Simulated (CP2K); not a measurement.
# TiNH2F3 (SMILES [NH2][Ti]([F])([F])[F]): GFN1-xTB

Aim: the vertical ionisation energy of TiNH2F3 at GFN1-xTB, from 2 runs. 

The calculation is run with CP2K 2026.2.

2 further runs of the same task are left out: 2 set aside as unsound or not needed.

## Step 1: Starting point

The species is TiNH2F3 (7 atoms), meant as a singlet with charge 0. SMILES: `[NH2][Ti]([F])([F])[F]`. Geometry: relaxed at PBE0-D4/def2-TZVP.

Bond lengths: N1–Ti2 1.854 Å, Ti2–F3 1.752 Å, Ti2–F4 1.761 Å, Ti2–F5 1.752 Å, N1–H6 1.011 Å, N1–H7 1.011 Å. Angles: N1–Ti2–F3 107.4°, N1–Ti2–F4 110.3°, N1–Ti2–F5 107.6°, F3–Ti2–F4 108.5°, F3–Ti2–F5 114.6°, F4–Ti2–F5 108.3°, Ti2–N1–H6 124.5°, Ti2–N1–H7 124.4°, H6–N1–H7 111.1°.

## Step 2: Energy and forces at GFN1-xTB

File molecule.xyz:

```xyz
7

N     -0.612600     0.873900     0.337800
Ti     0.424800    -0.560700    -0.211700
F      0.934000    -1.421800     1.226000
F     -0.526700    -1.653600    -1.211600
F      1.735700     0.076100    -1.184100
H     -0.731800     1.728800    -0.188400
H     -1.162200     0.889200     1.186200
```

File gas.inp:

```
&FORCE_EVAL
   METHOD QUICKSTEP
   &DFT
      &QS
         METHOD XTB
         EPS_DEFAULT 1.0E-10
         &XTB
            GFN_TYPE TBLITE
            &TBLITE
               METHOD GFN1
            &END TBLITE
            CHECK_ATOMIC_CHARGES F
         &END XTB
      &END QS
      &POISSON
         PERIODIC NONE
         POISSON_SOLVER ANALYTIC
      &END POISSON
      &SCF
         SCF_GUESS ATOMIC
         EPS_SCF 1.0E-07
         MAX_SCF 150
         ADDED_MOS 2
         &DIAGONALIZATION
            ALGORITHM STANDARD
         &END DIAGONALIZATION
         &MIXING
            METHOD DIRECT_P_MIXING
            ALPHA 0.4
         &END MIXING
         &SMEAR ON
            METHOD FERMI_DIRAC
            ELECTRONIC_TEMPERATURE [K] 300
         &END SMEAR
      &END SCF
      &PRINT
         &MOMENTS
            PERIODIC F
            REFERENCE COM
            MAX_MOMENT 1
         &END MOMENTS
         &MO ON
            ENERGIES T
            OCCUPATION_NUMBERS T
            NDIGITS 6
            &EACH
               QS_SCF 0
            &END EACH
            ADD_LAST NUMERIC
         &END MO
         &HIRSHFELD OFF
         &END HIRSHFELD
      &END PRINT
   &END DFT
   &SUBSYS
      &CELL
         ABC 14.9 15.4 14.4
         PERIODIC NONE
      &END CELL
      &TOPOLOGY
         COORD_FILE_NAME molecule.xyz
         COORD_FILE_FORMAT XYZ
         &CENTER_COORDINATES
         &END CENTER_COORDINATES
      &END TOPOLOGY
   &END SUBSYS
   &PRINT
      &FORCES ON
      &END FORCES
   &END PRINT
&END FORCE_EVAL

&GLOBAL
   PROJECT gas
   RUN_TYPE ENERGY_FORCE
   PRINT_LEVEL MEDIUM
&END GLOBAL
```

On the command line:

```
$ OMP_NUM_THREADS=1 cp2k.psmp gas.inp > gas.out
```

Standard output:

```text
CP2K| version string:                                       CP2K version 2026.2
[...]
 GLOBAL| Method name                                                        CP2K
[...]
 GLOBAL| Run type                                                   ENERGY_FORCE
[...]
                             - Atoms:                                          7
[...]
                             - Spherical basis functions:                     29
[...]
 Number of electrons:                                                         32
[...]
  *** SCF run converged in    47 steps ***
[...]
  Fermi energy:                                                -0.41015099526755
[...]
 TB_DIPOLE| Moment [Debye]         -2.00149252       2.95298220       1.18309161
 TB_DIPOLE| Derivative [a.u.]       0.00000000       0.00000000       0.00000000
[...]
 ENERGY| Total FORCE_EVAL ( QS ) energy [hartree]            -21.237632581519403
 FORCES| Atomic forces [hartree/bohr]
 FORCES|   Atom     x               y               z               |f|
 FORCES|      1  1.50657394E-02 -2.15670591E-02 -8.40936405E-03   2.76194125E-02
 FORCES|      2  5.08033067E-03 -5.35309665E-03 -1.60156486E-03   7.55184835E-03
 FORCES|      3 -9.59897847E-03  1.64709515E-02 -2.52200966E-02   3.16146469E-02
 FORCES|      4  1.43774899E-02  1.94314181E-02  1.69398036E-02   2.95169302E-02
 FORCES|      5 -2.39073933E-02 -1.02725954E-02  1.78770208E-02   3.15702002E-02
 FORCES|      6 -1.40479880E-03 -1.09244301E-03  3.06122452E-03   3.54090200E-03
 FORCES|      7  3.87610499E-04  2.38282457E-03 -2.64702341E-03   3.58257279E-03
 FORCES| Sum     1.03703938E-16 -6.54858112E-17 -2.60208521E-17
 FORCES| Total atomic force                                       1.25379356E-16
[...]
```

Run time: 1.1 s. Hardware: 1 thread of Intel Xeon 6975P-C (Granite Rapids), shared host; peak memory 0.19 GiB.

## Step 3: The doublet cation

molecule.xyz is that of step 2.

File molecule.inp:

```
&GLOBAL
  PROJECT_NAME molecule
  RUN_TYPE ENERGY_FORCE
  PRINT_LEVEL MEDIUM
&END
&FORCE_EVAL
  METHOD QS
  &DFT
    CHARGE 1
    MULTIPLICITY 2
    LSD T
    &QS
      METHOD XTB
      EPS_DEFAULT 1.0E-10
      &XTB
        GFN_TYPE TBLITE
        &TBLITE
          METHOD GFN1
        &END
        CHECK_ATOMIC_CHARGES F
      &END
    &END
    &POISSON
      PERIODIC NONE
      POISSON_SOLVER ANALYTIC
    &END
    &SCF
      SCF_GUESS ATOMIC
      EPS_SCF 1.0E-07
      MAX_SCF 150
      ADDED_MOS 2
      &DIAGONALIZATION
        ALGORITHM STANDARD
      &END
      &MIXING
        METHOD DIRECT_P_MIXING
        ALPHA 0.4
      &END
    &END
    &PRINT
      &MOMENTS
        PERIODIC F
        REFERENCE COM
        MAX_MOMENT 1
      &END
      &MO ON
        ENERGIES T
        OCCUPATION_NUMBERS T
        NDIGITS 6
        &EACH
          QS_SCF 0
        &END
        ADD_LAST NUMERIC
      &END
      &HIRSHFELD OFF
      &END
    &END
  &END
  &SUBSYS
    &CELL
      ABC [angstrom] 14.9 15.4 14.4
      PERIODIC NONE
    &END
    &TOPOLOGY
      COORD_FILE_NAME molecule.xyz
      COORD_FILE_FORMAT XYZ
      &CENTER_COORDINATES
      &END
    &END
  &END
  &PRINT
    &FORCES ON
    &END
  &END
&END
```

On the command line:

```
$ OMP_NUM_THREADS=1 cp2k.psmp -i molecule.inp > molecule.out 2>&1
```

Standard output:

```text
CP2K| version string:                                       CP2K version 2026.2
[...]
 GLOBAL| Method name                                                        CP2K
[...]
 GLOBAL| Run type                                                   ENERGY_FORCE
[...]
                             - Atoms:                                          7
[...]
                             - Spherical basis functions:                     29
[...]
 Number of electrons:                                                         16
[...]
  *** SCF run converged in   127 steps ***
[...]
  Fermi energy:                                                -0.74361925734634
[...]
 TB_DIPOLE| Moment [Debye]         -4.34034402       6.00980527       2.30648047
 TB_DIPOLE| Derivative [a.u.]       0.00000000       0.00000000       0.00000000
[...]
 ENERGY| Total FORCE_EVAL ( QS ) energy [hartree]            -20.612553121259154
 FORCES| Atomic forces [hartree/bohr]
 FORCES|   Atom     x               y               z               |f|
 FORCES|      1 -3.04479764E-03  1.91316101E-03  2.21841276E-04   3.60280325E-03
 FORCES|      2  3.68787205E-02 -5.40821280E-02 -2.15749902E-02   6.89231223E-02
 FORCES|      3 -1.15697087E-02  2.10672876E-02 -3.13425992E-02   3.94974340E-02
 FORCES|      4  1.93091281E-02  2.63226678E-02  2.29174461E-02   3.98865216E-02
 FORCES|      5 -2.96299827E-02 -1.26191754E-02  2.29475135E-02   3.95445045E-02
 FORCES|      6 -4.52750997E-03  1.15287750E-02 -1.20745854E-03   1.24446356E-02
 FORCES|      7 -7.41584957E-03  5.86941202E-03  8.03824706E-03   1.24120199E-02
 FORCES| Sum     1.35308431E-16 -8.41340886E-17  9.88792381E-17
 FORCES| Total atomic force                                       1.87520719E-16
[...]
```

Run time: 1.2 s. Hardware: 1 thread of Intel Xeon 6975P-C (Granite Rapids), shared host; peak memory 0.19 GiB.

## Step 4: Results

At GFN1-xTB:

| quantity | value |
| --- | --- |
| singlet TiNH2F3: total energy | -21.23763 Eh |
| singlet TiNH2F3: dipole moment (from atomic charges alone) | 3.76 D |
| singlet TiNH2F3: HOMO energy | -12.17 eV |
| singlet TiNH2F3: LUMO energy | -10.28 eV |
| singlet TiNH2F3: HOMO–LUMO gap | 1.89 eV |
| singlet TiNH2F3: largest force on an atom | 1.626 eV/Å |
| doublet cation: total energy | -20.61255 Eh |
| doublet cation: HOMO energy (highest over α and β) | -20.51 eV |
| doublet cation: LUMO energy (lowest over α and β) | -19.96 eV |
| doublet cation: largest force on an atom | 3.544 eV/Å |
| vertical ionisation energy (to the doublet cation) | 17.009 eV |

Removing an electron at fixed nuclei costs 17.01 eV (1641 kJ/mol). The largest force (singlet TiNH2F3) is 1.63 eV/Å: the shape isn't a stationary point for this species at this level. No empirical shift is applied, and without it xTB methods put this difference several eV too high. The dipole (singlet TiNH2F3) comes from point charges on the atoms alone, without atomic dipoles, so it is partial.
